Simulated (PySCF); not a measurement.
**[Y(NH3)3]3+: other functionals and bases at one geometry**

The task here is to estimate one member of a computed series from the others.

Computed with PySCF 2.14.0. Level: several levels, as the steps say, no spin–orbit coupling.

1 further run of the same task is left out (for a known fault of the program).

**The system as given**

13 atoms, charge 3, spin multiplicity 1.

Bond lengths: Y1–N2 2.360 Å, Y1–N6 2.360 Å, Y1–N10 2.360 Å, N2–H3 1.037 Å, N2–H4 1.038 Å, N2–H5 1.037 Å, N6–H7 1.037 Å, N6–H8 1.038 Å, N6–H9 1.037 Å, N10–H11 1.037 Å, N10–H12 1.038 Å, N10–H13 1.037 Å. Angles: N2–Y1–N6 112.1°, N2–Y1–N10 112.1°, N6–Y1–N10 112.1°, Y1–N2–H3 116.2°, Y1–N2–H4 114.8°, Y1–N2–H5 115.7°, H3–N2–H4 102.7°, H3–N2–H5 102.9°, H4–N2–H5 102.7°, Y1–N6–H7 116.2°, Y1–N6–H8 114.8°, Y1–N6–H9 115.7°, H7–N6–H8 102.7°, H7–N6–H9 102.9°, H8–N6–H9 102.7°, Y1–N10–H11 116.2°, Y1–N10–H12 114.8°, Y1–N10–H13 115.7° and more.

Coordinates:

```xyz
13
charge 3, multiplicity 1
Y     0.0000    0.0000   -0.5760
N     2.2613   -0.0004    0.1009
H     2.4846   -0.5537    0.9490
H     2.9265   -0.3787   -0.6009
H     2.6650    0.9294    0.3189
N    -1.1303    1.9586    0.1009
H    -0.7628    2.4286    0.9490
H    -1.1353    2.7238   -0.6009
H    -2.1374    1.8433    0.3189
N    -1.1310   -1.9582    0.1009
H    -1.7218   -1.8749    0.9490
H    -1.7913   -2.3451   -0.6009
H    -0.5276   -2.7727    0.3189
```

Formal oxidation states: Y +3. An earlier session relaxed this geometry at PBE0, Y def2-SVP with ECP28, N def2-SVP, H def2-SVP (singlet, point group C3).

At PBE0 on the finer grid: E = -206.639378 Eh, HOMO -24.81 eV, LUMO -16.61 eV, Mulliken charge on Y1 +1.72 e, largest force component 0.012 eV/Å. 

Levels to run: CAM-B3LYP; BLYP; PBE0, TZVP. Hardware: 2 threads of Intel Xeon at 2.50GHz (Skylake/Cascade Lake), shared host.

Set-up of the first run:

The input, run.py (the lines that set the calculation):

```python
mol = gto.M(atom='''
Y      0.00000     0.00000    -0.57596
N      2.26133    -0.00042     0.10088
H      2.48464    -0.55366     0.94902
H      2.92654    -0.37872    -0.60087
H      2.66502     0.92940     0.31889
N     -1.13030     1.95858     0.10088
H     -0.76284     2.42860     0.94902
H     -1.13529     2.72382    -0.60087
H     -2.13740     1.84327     0.31889
N     -1.13103    -1.95816     0.10088
H     -1.72181    -1.87493     0.94902
H     -1.79125    -2.34510    -0.60087
H     -0.52762    -2.77268     0.31889''',
    basis={'Y': 'def2-SVP', 'N': 'def2-SVP', 'H': 'def2-SVP'},
    ecp={'Y': 'def2-SVP'},
    charge=3, spin=0)
mf = dft.RKS(mol, xc='CAMB3LYP')
mf.grids.atom_grid = (75, 302)
mf = mf.density_fit()  # fitting sets: Y def2-universal-JKFIT, N def2-universal-JKFIT, H def2-universal-JKFIT
mf.conv_tol = 1e-08; mf.max_cycle = 55
mf.kernel(dm0)  # dm0: the density of the relaxed state
```

The run is started by

```console
OMP_NUM_THREADS=2 python run.py
```

Among the steps run: CAM-B3LYP; BLYP; PBE0, TZVP.

One table of the session follows, with a row left open; its other results are not shown here.

| level | HOMO (eV) | gap (eV) | charge on Y1 (e) | dipole (D) | largest force component (eV/Å) |
| --- | --- | --- | --- | --- | --- |
| PBE0 (relaxed here) | -24.81 | 8.20 | 1.72 | 1.21 | 0.01 |
| CAM-B3LYP | -26.23 | 10.55 | 1.72 | 1.15 | 0.05 |
| BLYP | -23.10 | 5.47 | 1.59 | 1.37 | 0.41 |
| PBE0, TZVP | ? | ? | ? | ? | ? |

**Question.** Estimate the row for PBE0, TZVP.

As computed: HOMO (eV): -24.76; gap (eV): 8.19; charge on Y1 (e): 1.88; dipole (D): 1.18; largest force component (eV/Å): 0.37. In the column «HOMO (eV)» it lies between PBE0 (relaxed here) (-24.81) and BLYP (-23.10).

The dipole of a charged species depends on the origin, so these sizes hold for this origin alone.

In one basis the HOMO–LUMO gap runs from 5.47 eV (BLYP) to 10.55 eV (CAM-B3LYP). The largest leftover force, 0.41 eV/Å with BLYP, stands at a geometry relaxed at another level. Total energies of different levels can't be compared.
